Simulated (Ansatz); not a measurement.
# CO2: the cost of one run

Computed with Ansatz 0.2.0 (DFT PBEsol, scalar-relativistic, plane waves, PAW, unless a step's input says otherwise).

**1. Starting point**

Symmetry: Cmce, No. 64, orthorhombic system. Conventional cell: a = 5.272 Å, b = 4.775 Å, c = 6.587 Å, α = 90.00°, β = 90.00°, γ = 90.00°. C (site symmetry 2/m) is surrounded by 2 O at 1.17 Å. O (site symmetry m) is surrounded by 1 C at 1.17 Å.

Structure file:

```xyz
6
Lattice="2.6359 -2.3874 0.0000 2.6359 2.3874 0.0000 0.0000 0.0000 6.5872" Properties=species:S:1:pos:R:3 pbc="T T T"
C     0.0000    0.0000    0.0000
C     2.6359    0.0000    3.2936
O     2.6359   -1.4635    5.8747
O     2.6359    1.4635    0.7124
O     2.6359   -0.9239    2.5811
O     2.6359    0.9239    4.0060
```

Source of the structure: the Materials Project (structure only).

**2. Quick check of gap, pressure and forces**

Input file input.yaml:

```yaml
crystal:
  lattice:
    - [2.63591123, -2.38737812, 0.0]
    - [2.63591123, 2.38737812, 0.0]
    - [0.0, 0.0, 6.58717491]
  atoms:
    - { symbol: C, position: [0.0, 0.0, 0.0] }
    - { symbol: C, position: [0.5, 0.5, 0.5] }
    - { symbol: O, position: [0.80650857, 0.19349143, 0.89184339] }
    - { symbol: O, position: [0.19349143, 0.80650857, 0.10815661] }
    - { symbol: O, position: [0.69349143, 0.30650857, 0.39184339] }
    - { symbol: O, position: [0.30650857, 0.69349143, 0.60815661] }
basis:
  ecutwfc: 420
kpoints:
  mp_grid: { grid: [6, 6, 4] }
hamiltonian:
  xc: pbesol
scf:
  occupations: { method: gaussian, width: 0.1 }
output:
  forces: true
  stress: true
  eigenvalues: true
```

Command:

```console
$ ansatz run input.yaml --threads 4 --pin off --max-ram 5120MiB --backend cpu --events-out ev --progress --plain --runs-dir out
```

**Question.** How long does this run take on 4 threads of an Arm CPU, shared host, and how much memory does it need?

About 1.5 s, with a peak of 0.36 GiB.
